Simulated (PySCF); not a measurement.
# Ag⁺: dipole response in x2c-QZVPPall plus 1 even-tempered diffuse shell per l

Aim: the static polarisability and the C₆ coefficient of Ag⁺, method by method.

The numbers are computed with PySCF 2.14.0 (unrestricted determinants in a Gaussian basis, no spin-orbit coupling in the energies), except any that are marked as measured or tabulated.

### 1 Starting point

| Property | Result |
| --- | --- |
| Element | silver (Z = 47) |
| Basis | x2c-QZVPPall with one added diffuse shell each of s, p, d, f, g type (14s9p8d5f3g, 143 functions) |
| Hamiltonian | scalar relativity by spin-free X2C-1e |
| State 1 | Ag⁺: [Kr] 4d10, closed-shell 1S |
| Methods | UHF, PBE |

The outer shells:

Ag+ [Kr] 4d10
```
[Kr] core
4d [↑↓][↑↓][↑↓][↑↓][↑↓]
```

One driver process ran all states and methods and kept the integrals in memory. Each run is shown as a PySCF script that sums up its settings (the driver passes frozen orbitals as a list and adds second-order terms of double hybrids); the logs are those of the runs themselves. The driver starts from symmetry-adapted Hartree-Fock orbitals, holds the occupation by maximum overlap and uses a logarithmic radial grid for functionals, so a plain start would take other cycles.

The integrals over 143 functions and the set-up took 3.5 s of CPU time.

### 2 Ag⁺

**UHF**

input.py reads:

```python
from pyscf import gto, scf, dft, mp, cc
import basis_set_exchange as bse
mol = gto.M(atom="Ag 0 0 0", charge=1, spin=0, symmetry="D2h",
            basis=gto.basis.parse(bse.get_basis("x2c-QZVPPall", elements=["Ag"], fmt="nwchem", augment_diffuse=1)),
            nucmod="G")
mf = scf.UHF(mol).sfx2c1e()
mf.irrep_nelec = {'Ag': (8, 8), 'B1g': (2, 2), 'B2g': (2, 2), 'B3g': (2, 2), 'B1u': (3, 3), 'B2u': (3, 3), 'B3u': (3, 3)}
mf.kernel()
```

Standard output:

```text
damping factor = 0
level_shift factor = 0
DIIS = <class 'pyscf.scf.diis.CDIIS'>
diis_start_cycle = 1
diis_space = 10
diis_damp = 0
SCF conv_tol = 1e-09
SCF conv_tol_grad = None
number electrons alpha = 23  beta = 23
cycle= 1 E= -5312.64412037128  delta_E= -6.55e-11  |g|= 2.3e-06  |ddm|= 1.06e-05
converged SCF energy = -5312.64412037128  <S^2> = 3.5527137e-15  2S+1 = 1
```

CPU time 23 s on a shared host, the integrals not counted.

The occupied shells:

```tsv
shell	electrons	mean orbital energy (eV)	spread (eV)	rms radius (bohr)
1s	2	-25653.0	0	0.0357
2s	2	-3869.7	0	0.146
2p	6	-3466.5	0	0.130
3s	2	-752.80	0	0.392
3p	6	-616.74	0	0.394
3d	10	-401.99	0	0.376
4s	2	-124.27	0	0.981
4p	6	-82.785	0	1.08
4d	10	-22.036	0	1.51
```

⟨S²⟩ = 0.000, ⟨L²⟩ = 0.00.

The driver then solved the coupled dipole response at imaginary frequencies: mean α = 8.740 bohr³, C₆ = 51.38 au for a like pair.

**PBE**

Changes to input.py:

```diff
@@ -5,3 +5,3 @@
             nucmod="G")
-mf = scf.UHF(mol).sfx2c1e()
+mf = dft.UKS(mol, xc="PBE").sfx2c1e()
 mf.irrep_nelec = {'Ag': (8, 8), 'B1g': (2, 2), 'B2g': (2, 2), 'B3g': (2, 2), 'B1u': (3, 3), 'B2u': (3, 3), 'B3u': (3, 3)}
```

Standard output:

```text
damping factor = 0
level_shift factor = 0
DIIS = <class 'pyscf.scf.diis.CDIIS'>
diis_start_cycle = 1
diis_space = 10
diis_damp = 0
SCF conv_tol = 1e-09
SCF conv_tol_grad = None
number electrons alpha = 23  beta = 23
XC functionals = PBE
    J. P. Perdew, K. Burke, and M. Ernzerhof.,  Phys. Rev. Lett. 77, 3865 (1996)
    J. P. Perdew, K. Burke, and M. Ernzerhof.,  Phys. Rev. Lett. 78, 1396 (1997)
    J. P. Perdew, K. Burke, and M. Ernzerhof.,  Phys. Rev. Lett. 77, 3865 (1996)
    J. P. Perdew, K. Burke, and M. Ernzerhof.,  Phys. Rev. Lett. 78, 1396 (1997)
cycle= 1 E= -5314.76555937548  delta_E= -0.0241  |g|= 0.101  |ddm|= 0.19
cycle= 2 E= -5314.76205731636  delta_E= 0.0035  |g|= 0.181  |ddm|= 0.0877
cycle= 3 E= -5314.76772316769  delta_E= -0.00567  |g|= 0.00761  |ddm|= 0.056
cycle= 4 E= -5314.76773927998  delta_E= -1.61e-05  |g|= 0.00237  |ddm|= 0.00392
cycle= 5 E= -5314.76774059668  delta_E= -1.32e-06  |g|= 3.05e-05  |ddm|= 0.000842
cycle= 6 E= -5314.76774059693  delta_E= -2.49e-10  |g|= 4.12e-07  |ddm|= 1.25e-05
converged SCF energy = -5314.76774059693  <S^2> = 0  2S+1 = 1
```

It used 7.8 s of CPU time after the integrals (shared host).

The driver then solved the coupled dipole response at imaginary frequencies: mean α = 10.69 bohr³, C₆ = 64.25 au for a like pair.

Radial density 4πr²ρ of Ag⁺ at UHF, without picture-change correction:

```tsv
r (bohr)	density
0.000486	0.537
0.000818	1.28
0.00138	2.97
0.00232	6.71
0.00389	14.3
0.00655	28.0
0.0110	46.6
0.0185	60.0
0.0312	55.6
0.0524	53.9
0.0882	75.2
0.148	57.9
0.250	58.3
0.420	39.3
0.706	16.9
1.19	14.4
2.00	2.98
3.36	0.204
5.65	0.00193
```

### 3 Polarisabilities and C₆

Ag⁺, in atomic units:

```tsv
method	mean α	C₆ (like pair)	S(−4)
UHF	8.740	51.38	21.18
PBE	10.69	64.25	38.92
```

α(iu) at PBE:

```tsv
u (hartree)	α(iu) (bohr³)
0	10.69
0.0500	10.60
0.100	10.33
0.200	9.451
0.300	8.437
0.500	6.686
0.750	5.155
1.00	4.103
1.50	2.781
2.00	2.004
3.00	1.172
5.00	0.5365
```

### 4 Summary of results

| quantity | value |
| --- | --- |
| α of Ag⁺ | 8.740 (UHF) to 10.69 (PBE) bohr³ |

What this shows: A single London oscillator with the computed α and C₆ of Ag⁺ at UHF would have ω = 4 C₆ / (3 α²) = 0.897 hartree. All values hold for this basis alone; no basis-set limit was taken.
